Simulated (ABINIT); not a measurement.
The system is Hf3Ge.

```
Hf Ge
1.0
    -2.09397    2.09397    4.63807
     2.09397   -2.09397    4.63807
     2.09397    2.09397   -4.63807
Hf Ge
3 1
Direct
  0.50000 0.50000 0.00000
  0.25000 0.75000 0.50000
  0.75000 0.25000 0.50000
  0.00000 0.00000 0.00000
```

The cell comes from a database or a generator and needn't be the stable form of this composition.

| Item | Value |
| --- | --- |
| Program | ABINIT 10.8.3 (patched build) |
| Task | relaxation of cell and atoms |
| Functional | PBEsol |
| Potentials or basis | JTH PAW PBE v2.0 |
| Cutoff | 599 eV |
| k mesh | 6 × 6 × 6 |
| Occupations | fermi-dirac, width 0.05 eV |
| Spin | no spin polarisation |

At the start: pressure -4.5 GPa; volume 20.34 Å³/atom.

Q: How do energy, volume and symmetry change on relaxing?

A: Over 4 steps the energy falls by 11.6 meV/atom and the volume is 19.53 Å³/atom (-3.9 %); space group I4/mmm (No. 139, to 0.05 Å).

The path:
```tsv
step	energy change (eV)	largest force (eV/Å)	pressure (GPa)	volume (Å³)
1	0.0000	0.0000	-4.53	81.35
2	-0.0265	0.0000	-3.03	80.22
3	-0.0464	0.0000	0.11	78.07
4	-0.0465	0.0000	0.00	78.14
```

Final structure:
```
CELL_PARAMETERS angstrom
-2.06719 2.06719 4.57143
2.06719 -2.06719 4.57143
2.06719 2.06719 -4.57143
ATOMIC_POSITIONS crystal
Hf 0.50000 0.50000 0.00000
Hf 0.25000 0.75000 0.50000
Hf 0.75000 0.25000 0.50000
Ge 0.00000 0.00000 0.00000
```

Caveat: the PAW data sets were made with another functional, which shifts forces and pressure a little.
